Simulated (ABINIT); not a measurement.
**BiTe in ABINIT: convergence with cutoff**

The system is BiTe.

```
Bi Te
1.0
     2.42271    1.39875    3.31729
    -2.42271    1.39875    3.31729
     0.00000   -2.79750    3.31729
Bi Te
1 1
Direct
  0.50449 0.49986 0.49761
  0.99451 0.00737 0.00473
```

The cell comes from a database or a generator and needn't be the stable form of this composition.

The cell isn't the ideal one: atoms moved at random, drawn with an rms of 0.05 Å.

* Program: ABINIT 10.8.3 (patched build)
* Task: single point
* Functional: PBEsol
* Potentials or basis: JTH PAW PBE v2.0 sp
* Cutoff: 163 eV
* k mesh: 7 × 7 × 7
* Occupations: cold (ABINIT), width 0.05 eV
* Spin: no spin polarisation

These are the settings of the first run; the series varies cutoff, with any setting tied to it.

Hardware: 1 thread of Arm Neoverse V1, on a shared host.

The values tried are 6 Ha, 7.5 Ha, 9 Ha, 10.5 Ha, 13 Ha, 15 Ha, 17 Ha, 20 Ha, 24 Ha, loosest first. From which on does the energy stay within 1 meV/atom of the tightest run that finished?

From 15 Ha on.

```tsv
cutoff	energy less the tightest run (meV/atom)	SCF cycles	CPU time (s)	peak memory (GiB)
6 Ha	19.86	10	20	0.12
7.5 Ha	6.37	10	29	0.12
9 Ha	3.41	10	32	0.13
10.5 Ha	2.39	9	31	0.14
13 Ha	1.10	9	50	0.15
15 Ha	0.53	9	53	0.17
17 Ha	0.23	9	61	0.18
20 Ha	0.07	9	85	0.2
24 Ha	0.00	9	110	0.24
```

The tightest run that finished is the yardstick and may itself not be fully converged.
